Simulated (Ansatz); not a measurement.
Write a Python script for the Ansatz DFT code, driven from Python that makes a single point from an input typed as a dict of Ag, space group P6_3/mmc. Settings: r2SCAN, PAW, cutoff 600 eV, 9×9×3 k-points, cold smearing of 0.1 eV.

```cif
data_structure
_symmetry_space_group_name_H-M 'P 1'
_symmetry_Int_Tables_number 1
_cell_length_a 2.8862
_cell_length_b 2.8862
_cell_length_c 10.0000
_cell_angle_alpha 90.000
_cell_angle_beta 90.000
_cell_angle_gamma 120.000
_cell_volume 72.14
loop_
_atom_site_label
_atom_site_type_symbol
_atom_site_fract_x
_atom_site_fract_y
_atom_site_fract_z
_atom_site_occupancy
Ag1 Ag 0.33333 0.66667 0.25000 1
Ag2 Ag 0.66667 0.33333 0.75000 1
Ag3 Ag 0.00000 0.00000 0.00000 1
Ag4 Ag 0.00000 0.00000 0.50000 1
```

`ag_deck.py`:
```python
"""Ag from an input typed as a mapping."""

import ansatz as az
import pandas as pd

inputs = {
    "crystal": {
        "lattice": [[2.8862, 0.0, 0.0], [-1.4431, 2.499523, 0.0], [0.0, 0.0, 10.0]],
        "atoms": [
            {"symbol": "Ag", "position": [0.333333, 0.666667, 0.25]},
            {"symbol": "Ag", "position": [0.666667, 0.333333, 0.75]},
            {"symbol": "Ag", "position": [0.0, 0.0, 0.0]},
            {"symbol": "Ag", "position": [0.0, 0.0, 0.5]},
        ],
    },
    "kpoints": {"mp_grid": {"grid": [9, 9, 3]}},
    "hamiltonian": {"xc": "r2scan"},
    "scf": {"occupations": {"method": "cold", "width": 0.1}},
    "basis": {"ecutwfc": 600},
    "output": {"forces": True},
}

outcome = az.Session.from_dict(inputs).plan(threads=1).execute()
data = outcome.report

for key in ("converged", "n_iterations", "n_electrons", "n_kpoints", "n_pw", "n_symmetry_ops", "free_energy_ev", "fermi_energy_ev"):
    print(f"{key:18s} {data[key]}")

# forces, one row an atom
table = pd.DataFrame(data["forces_ev_ang"], columns=["fx", "fy", "fz"])
table.insert(0, "atom", [site["symbol"] for site in data["lattice"]["sites"]])
print(table.round(4).to_string())
```

```console
$ python ag_deck.py
DeckWarning: the atoms were moved onto the symmetric positions of the space group found under crystal.symmetry.tolerance 1.0e-5 (fractional; no operation is sought that the atoms, as they stand in a round, miss by more than twice it, and no atom is moved by as much as it), and the run uses the moved positions. Before a round's move an operation carried an atom to 2.89e-6 Å from where it should land, the largest such distance. Atom 0 (counting from 0) moved farthest, by 1.67e-6 Å; the longest [...]
converged          True
n_iterations       8
n_electrons        76.0
n_kpoints          24
n_pw               2343
n_symmetry_ops     24
free_energy_ev     -30415.72479769425
fermi_energy_ev    16.112794437909663
  atom   fx   fy   fz
0   Ag -0.0 -0.0  0.0
1   Ag  0.0  0.0  0.0
2   Ag  0.0  0.0 -0.0
3   Ag  0.0 -0.0  0.0
```
(Warnings from the package without file and line, shortened, repeats left out.)

Reading the output:
- Absolute energies stand on the zero of these potentials, so only differences at equal settings mean something. A total without «per atom» is that of the cell as typed.
- The mesh is modest for a metal, so energies can be off by several to tens of meV an atom and pressures by half a GPa or more; differences at equal mesh fare better.
- The zero of the levels is a convention of the potentials, so an absolute Fermi energy is no work function.
- This isn't the structure that Ag takes at ambient conditions.
- Run time: 8.1 s on 1 thread of Arm Neoverse V2, on a shared host, peak memory 0.67 GiB.

(Lines on the test bed's own set-up are left out of the output.)
